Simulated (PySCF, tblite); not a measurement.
**C₆H₈ClO radical: geometry, infrared bands and EPR parameters**

What infrared bands and EPR parameters should C₆H₈ClO radical (`[H]/[C]=C(\C)COC(=C)Cl`) show?

Computed with tblite 0.8.0 and PySCF 2.14.0, with density-fitted response routines of our own, on a single molecule in the gas phase. Atoms count from 0, in the outputs and in this text.

### Step 1. The starting structure

16 atoms, charge 0, multiplicity 2; geometry from: force field or distance geometry start.

Bonds of the start (Å): C0–C1 1.30, C1–C2 1.49, C1–C3 1.51, C3–O4 1.41, O4–C5 1.37, C5–C6 1.34, C5–Cl7 1.74, C0–H8 1.07, C2–H9 1.09, C2–H10 1.09, C2–H11 1.11, C3–H12 1.10, C3–H13 1.10, C6–H14 1.08, C6–H15 1.07.

### Step 2. Relaxing the molecule with GFN2-xTB

What the job is given:

```
{"job": {"kind": "relax", "xc": "GFN2-xTB", "basis": "xTB"}, "charge": 0, "multiplicity": 2}
C     -2.072300     1.260500     0.991400
C     -1.511100     0.315100     0.297500
C     -2.089400    -0.226900    -0.964000
C     -0.203200    -0.313300     0.726800
O      0.784100    -0.029800    -0.246200
C      2.072400    -0.377900     0.083600
C      3.091100     0.287400    -0.484700
Cl     2.454500    -1.669000     1.180100
H     -2.543400     2.041800     1.547800
H     -2.217900    -1.311700    -0.905500
H     -1.458300     0.012900    -1.822100
H     -3.090900     0.203200    -1.161300
H     -0.350100    -1.403500     0.830400
H      0.112500     0.077900     1.707000
H      4.122000     0.052000    -0.264300
H      2.892400     1.090300    -1.168900
```

Launch:

```sh
> OMP_NUM_THREADS=1 python probes_run.py task.json out
```

This one command runs all jobs of the session in turn.

**Question.** This job is followed by: GFN2-xTB harmonic vibrations, gas phase; UKS B3LYP, pcH-1 on C Cl H O, non-relativistic, mean-field spin-orbit, GIAO. What will the session give for the following? strongest single infrared mode (GFN2-xTB); zero-point energy (GFN2-xTB); g(iso) (B3LYP); ⟨S²⟩; largest a(iso) (averaged by class); potential on the surface of density 0.002 e/bohr³, 1st and 99th percentile.

**Answer**, as computed:

| quantity | value |
| --- | --- |
| strongest single infrared mode (GFN2-xTB) | 1155 cm⁻¹, 245 km/mol |
| zero-point energy (GFN2-xTB) | 74.8 kcal/mol |
| g(iso) (B3LYP) | 2.00217 |
| ⟨S²⟩ | 0.759 (exact 0.75) |
| largest a(iso) (averaged by class) | 13C on C0, 302.0 MHz |
| potential on the surface of density 0.002 e/bohr³, 1st and 99th percentile | -0.75 V and 1.08 V |

In words: Over 71 steps the energy fell by 0.247 eV; of the close pairs, O4–C5 changed most, 1.375 to 1.336 Å. All 42 modes are real, so the xTB geometry is a minimum. The strongest single mode, at 1155 cm⁻¹, is spread over many atoms; the largest shares are those of C5, O4. Unscaled tight-binding wavenumbers are off by several per cent, some by more. Its intensities can rank the bands wrongly. Most of the unpaired spin sits on C0 (1.05 e). The isotropic g lies 0.1 ppt below the free-electron value. These values are for one conformer; the search (at its own cheap level) found 1 more, at 0.95 kcal/mol, and measured spectra average over such forms.
